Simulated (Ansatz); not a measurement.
# Al4Os: the cost of one run

Program: Ansatz 0.2.0. Level of theory: DFT PBE, scalar-relativistic, plane waves, PAW. These are calculated values, not measurements.

## Step 1: Starting point

The structure is cubic, space group Pm-3m (No. 221). Conventional cell: a = 4.291 Å, b = 4.291 Å, c = 4.291 Å, α = 90.00°, β = 90.00°, γ = 90.00°. Al (site symmetry 4/mmm) has 2 Al at 2.15 Å as nearest neighbours. Around Al (site symmetry m-3m) lie 6 Al at 2.15 Å. Os (site symmetry m-3m) is surrounded by 12 Al at 3.03 Å.

Coordinates:

```
CELL_PARAMETERS angstrom
4.29108 0.00000 0.00000
0.00000 4.29108 0.00000
0.00000 0.00000 4.29108
ATOMIC_POSITIONS crystal
Al 0.50000 0.00000 0.00000
Al 0.00000 0.50000 0.00000
Al 0.00000 0.00000 0.50000
Al 0.00000 0.00000 0.00000
Os 0.50000 0.50000 0.50000
```

The cell is invented: random cell by space group and Wyckoff sites (Pm-3m, No. 221). Lengths come from tabulated atomic sizes and are only a guess.

## Step 2: A first look at the guess

File input.yaml:

```yaml
crystal:
  lattice:
    - [4.29108143, 0.0, 0.0]
    - [0.0, 4.29108143, 0.0]
    - [0.0, 0.0, 4.29108143]
  atoms:
    - { symbol: Al, position: [0.5, 0.0, 0.0] }
    - { symbol: Al, position: [0.0, 0.5, 0.0] }
    - { symbol: Al, position: [0.0, 0.0, 0.5] }
    - { symbol: Al, position: [0.0, 0.0, 0.0] }
    - { symbol: Os, position: [0.5, 0.5, 0.5] }
basis:
  ecutwfc: 420
kpoints:
  mp_grid: { grid: [4, 4, 4] }
hamiltonian:
  xc: pbe
scf:
  occupations: { method: gaussian, width: 0.1 }
  lower_state_search: "off"
output:
  forces: true
  stress: true
  eigenvalues: true
```

Started as:

```sh
ansatz run input.yaml --threads 1 --pin off --max-ram 2560MiB --backend cpu --events-out ev --progress --plain --runs-dir out
```

Q: Estimate wall time and peak memory on 1 thread of Intel Xeon at 2.70GHz, shared host.

About 1.8 s, with a peak of 0.33 GiB.
